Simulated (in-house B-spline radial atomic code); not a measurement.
# P⁶⁺: ionisation energy by several methods

An exercise on one series of results from a longer session: the logs are not shown, and one member is left open.

Program: in-house B-spline radial atomic code version 1. Level of theory: Dirac-Coulomb, several functionals; spherical all-electron atom at the radial basis limit. These are calculated values, not measurements, unless marked.

### The atom as given

| Property | Result |
| --- | --- |
| element | phosphorus (Z = 15) |
| charge | +6 |
| electrons | 9 |
| configuration | [He] 2s2 2p5 |
| nucleus | Fermi, rms radius 3.189 fm |

The outer shells:

[He] 2s2 2p5
```
[He] core
2s [↑↓]
2p [↑↓][↑↓][↑ ]
```

The boxes only draw the filling; these runs are spin-restricted and spherical.

The first run:

Settings of the run:

```ini
Z = 15
electrons = 9.0
configuration = [He] 2s2 2p5
hamiltonian = dirac
method = b88,p86
spin_polarised = False
nucleus = fermi
rms_radius = 3.1889
mass_number = 31
atomic_mass = 30.97376199768
speed_of_light = 137.035999084
```

Among the steps run: BP86, a GGA; relativistic LDA; PBE, a GGA; exchange-only LDA; PW91, a GGA; LDA (PW92).

One table of the session follows, with a row left open; its other results are not shown here.

```
           method  ΔSCF (eV)
 relativistic LDA     267.55
exchange-only LDA     265.26
       LDA (PW92)     267.61
             BP86     267.88
              PBE          ?
             PW91     268.00
```

Q: Estimate the row for PBE from the others.

**Answer.** ΔSCF (eV): 267.71. In the column «ΔSCF (eV)» it lies between LDA (PW92) (267.61) and BP86 (267.88).

Open shells are averaged (over orientations, and over spins where the run is restricted), while tables refer to the lowest levels. For the semilocal functionals minus the highest level recovers only 91 % of their own ΔSCF value, a mark of self-interaction.

Members of this set that are not shown: 8 used exact exchange with fractional occupations of an open shell, which is unsound here.
